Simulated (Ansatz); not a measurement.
# BGeH (singlet): wave-function methods side by side at distance Ge1–B2 = 1.761 Å, cc-pVDZ

The task here is to estimate one member of a computed series from the others.

Program: Ansatz 0.2.0, Gaussian basis. Level of theory: cc-pVDZ, core rule «outside noble gas», up to 15 orbitals frozen. These are calculated values, not measurements.

Plan: UHF; CCSD(T) on RHF; CCSD(T) on UHF; BCCD(T) on RHF; CISD; CCSDT(Q) on RHF; CCSDT(Q) on UHF; CISDTQ; CCSDTQ on RHF; CCSDTQ on UHF; CASSCF and MRCISD+Q, 2 electrons in 2 orbitals; CASSCF and NEVPT2, 2 electrons in 2 orbitals; CASSCF and MRCISD+Q, 8 electrons in 9 orbitals; CASSCF and NEVPT2, 8 electrons in 9 orbitals; Full CI.

4 further runs of the same task are left out: 4 for a known fault of the program.

## The system

The geometry derives from a PBE0/def2-TZVP stationary point (not a proven minimum). One bond is set to the value named and the two fragments are kept rigid. No spin-orbit coupling is included. The filled d shell of Ge may be among the frozen orbitals whatever the setting's name suggests; the logs give the count.

3 atoms, charge 0, spin multiplicity 1.

Atoms are counted from 1 here; the program's logs count them from 0.

Bond lengths: Ge1–B2 1.761 Å, B2–H3 1.188 Å. Angles: Ge1–B2–H3 180.0°.

Coordinates:

| atom | x (Å) | y (Å) | z (Å) |
| --- | --- | --- | --- |
| Ge1 | 0.00000 | 0.00000 | 1.56995 |
| B2 | 0.00000 | 0.00000 | -0.19105 |
| H3 | 0.00000 | 0.00000 | -1.37890 |

The first run:

File in.yaml:

```yaml
crystal:
  periodic: [false, false, false]
  atoms:
    - {symbol: Ge, position_ang: [0.000000, 0.000000, 1.569950]}
    - {symbol: B, position_ang: [0.000000, 0.000000, -0.191050]}
    - {symbol: H, position_ang: [0.000000, 0.000000, -1.378899]}
basis:
  gaussian: {orbitals: cc-pVDZ}
magnetization: {spin_polarized: true, initial_magnetization: 0}
hamiltonian: {xc: hf}
output: {orbitals: {seedname: orbitals}}
```

On the command line:

```
> ansatz run in.yaml --threads 1 --pin off --events-out ev --progress --plain --max-ram 3498MiB --backend cpu
```

Among the steps run: UHF; CCSD(T) on RHF; CCSD(T) on UHF; BCCD(T) on RHF; CISD; CCSDT(Q) on RHF; CCSDT(Q) on UHF; CISDTQ; CCSDTQ on RHF; CCSDTQ on UHF; CASSCF and MRCISD+Q, 2 electrons in 2 orbitals; CASSCF and NEVPT2, 2 electrons in 2 orbitals; CASSCF and MRCISD+Q, 8 electrons in 9 orbitals; CASSCF and NEVPT2, 8 electrons in 9 orbitals; Full CI.

One table of the session follows, with a row left open; its other results are not shown here.

```
   method  from FCI (kJ/mol)
      RHF             +473.5
     RMP2             +124.4
     CISD              +66.0
    RCCSD              +33.5
 RCCSD(T)              +17.1
  BCCD(T)              +17.2
   RCCSDT               +6.1
   CISDTQ               +8.1
RCCSDT(Q)               +0.2
  RCCSDTQ                  ?
      FCI                  0
```

Q: Estimate the row for RCCSDTQ from the others.

As computed: from FCI (kJ/mol): +0.3. In the column «from FCI (kJ/mol)» it lies between RCCSDT(Q) (+0.2) and RCCSDT (+6.1).

To keep in mind: The report flags that the cluster equations may have other roots. Left out of the table: CASSCF pair, NEVPT2 pair, MRCISD pair, MRCISD+Q pair, CASSCF valence, NEVPT2 valence, MRCISD valence, MRCISD+Q valence (the active space lost an orbital or holds another state than full CI finds). Left out of the table: UHF, UMP2, UCCSD, UCCSD(T), UCCSDT, UCCSDT(Q), UCCSDTQ (another determinant or state than the rows shown). The program flags RCCSDT(Q), RCCSDTQ as in doubt, so those rows may rest on another solution; read them beside their warnings. Warnings in the runs' records: passed over end.
